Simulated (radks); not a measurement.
# Fractional charge and spin in the 5s shell of antimony

Aim: the energy as the spin-up occupation of 5s runs from 0 to 1 and the spin-down one from 0 to 1, against the two flat planes that join the four corners. Added charge counts from the emptiest corner (up 0, down 0).

Program: radks (a radial shooting solver on a logarithmic mesh, Libxc functionals) version 1. Level of theory: scalar-relativistic Kohn-Sham, PBEsol, spin-polarised, spherical densities, finite nucleus. These are calculated values, not measurements, unless marked.

## (1) What is computed

```
element            : antimony (Z = 51)
configuration      : [Kr] 4d10 5p(up 1.5, down 1.5) 5s(up 1, down 1)
nuclear rms radius : 4.6802 fm
```

A shell typed twice in an input gives spin up, then spin down.

## (2) 5s: up 1, down 1

Settings of this run:

```text
Z 51
configuration [Kr] 4d10 5p1.5 5p1.5 5s1 5s1
relativity scalar-relativistic
functional pbe_sol,pbe_sol
spin polarised
nucleus finite rms 4.6802 fm
c 137.035999084
```

## (3) 5s: up 1, down 0.75

Settings of this run:

```text
Z 51
configuration [Kr] 4d10 5p1.5 5p1.5 5s1 5s0.75
relativity scalar-relativistic
functional pbe_sol,pbe_sol
spin polarised
nucleus finite rms 4.6802 fm
c 137.035999084
```

## (4) 5s: up 1, down 0.5

Settings of this run:

```text
Z 51
configuration [Kr] 4d10 5p1.5 5p1.5 5s1 5s0.5
relativity scalar-relativistic
functional pbe_sol,pbe_sol
spin polarised
nucleus finite rms 4.6802 fm
c 137.035999084
```

## (5) 5s: up 1, down 0.25

Settings of this run:

```text
Z 51
configuration [Kr] 4d10 5p1.5 5p1.5 5s1 5s0.25
relativity scalar-relativistic
functional pbe_sol,pbe_sol
spin polarised
nucleus finite rms 4.6802 fm
c 137.035999084
```

## (6) 5s: up 1, down 0

Settings of this run:

```text
Z 51
configuration [Kr] 4d10 5p1.5 5p1.5 5s1 5s0
relativity scalar-relativistic
functional pbe_sol,pbe_sol
spin polarised
nucleus finite rms 4.6802 fm
c 137.035999084
```

## (7) 5s: up 0.75, down 0.75

Settings of this run:

```text
Z 51
configuration [Kr] 4d10 5p1.5 5p1.5 5s0.75 5s0.75
relativity scalar-relativistic
functional pbe_sol,pbe_sol
spin polarised
nucleus finite rms 4.6802 fm
c 137.035999084
```

## (8) 5s: up 0.75, down 0.5

Settings of this run:

```text
Z 51
configuration [Kr] 4d10 5p1.5 5p1.5 5s0.75 5s0.5
relativity scalar-relativistic
functional pbe_sol,pbe_sol
spin polarised
nucleus finite rms 4.6802 fm
c 137.035999084
```

## (9) 5s: up 0.75, down 0.25

Settings of this run:

```text
Z 51
configuration [Kr] 4d10 5p1.5 5p1.5 5s0.75 5s0.25
relativity scalar-relativistic
functional pbe_sol,pbe_sol
spin polarised
nucleus finite rms 4.6802 fm
c 137.035999084
```

## (10) 5s: up 0.75, down 0

Settings of this run:

```text
Z 51
configuration [Kr] 4d10 5p1.5 5p1.5 5s0.75 5s0
relativity scalar-relativistic
functional pbe_sol,pbe_sol
spin polarised
nucleus finite rms 4.6802 fm
c 137.035999084
```

## (11) 5s: up 0.5, down 0.5

Settings of this run:

```text
Z 51
configuration [Kr] 4d10 5p1.5 5p1.5 5s0.5 5s0.5
relativity scalar-relativistic
functional pbe_sol,pbe_sol
spin polarised
nucleus finite rms 4.6802 fm
c 137.035999084
```

## (12) 5s: up 0.5, down 0.25

Settings of this run:

```text
Z 51
configuration [Kr] 4d10 5p1.5 5p1.5 5s0.5 5s0.25
relativity scalar-relativistic
functional pbe_sol,pbe_sol
spin polarised
nucleus finite rms 4.6802 fm
c 137.035999084
```

## (13) 5s: up 0.5, down 0

Settings of this run:

```text
Z 51
configuration [Kr] 4d10 5p1.5 5p1.5 5s0.5 5s0
relativity scalar-relativistic
functional pbe_sol,pbe_sol
spin polarised
nucleus finite rms 4.6802 fm
c 137.035999084
```

## (14) 5s: up 0.25, down 0.25

Settings of this run:

```text
Z 51
configuration [Kr] 4d10 5p1.5 5p1.5 5s0.25 5s0.25
relativity scalar-relativistic
functional pbe_sol,pbe_sol
spin polarised
nucleus finite rms 4.6802 fm
c 137.035999084
```

## (15) 5s: up 0.25, down 0

Settings of this run:

```text
Z 51
configuration [Kr] 4d10 5p1.5 5p1.5 5s0.25 5s0
relativity scalar-relativistic
functional pbe_sol,pbe_sol
spin polarised
nucleus finite rms 4.6802 fm
c 137.035999084
```

## (16) 5s: up 0, down 0

Settings of this run:

```text
Z 51
configuration [Kr] 4d10 5p1.5 5p1.5 5s0 5s0
relativity scalar-relativistic
functional pbe_sol,pbe_sol
spin polarised
nucleus finite rms 4.6802 fm
c 137.035999084
```

**Question.** What will these runs give? Wanted: for each run, down \ up; 0; 0.25; 0.5; 0.75; 1.

**Answer**, as computed:

```
down \ up       0    0.25     0.5    0.75       1
        0   0.000  -0.865  -1.147  -0.856   0.000
     0.25  -0.865  -1.089  -0.742   0.165  -0.776
      0.5  -1.147  -0.742   0.220  -0.670  -1.025
     0.75  -0.856   0.165  -0.670  -0.974  -0.761
        1   0.000  -0.776  -1.025  -0.761   0.000
```

In words: The table gives the energy in eV minus the planes, whose edge runs along up + down = one added electron; mirror points follow by spin symmetry. With half an added electron in each spin it lies 0.22 eV above the planes. With half an electron added in spin up alone it lies 1.15 eV below them. The planes are only a guide here: the condition holds for ground states with one frontier orbital, and this shell lies below others.
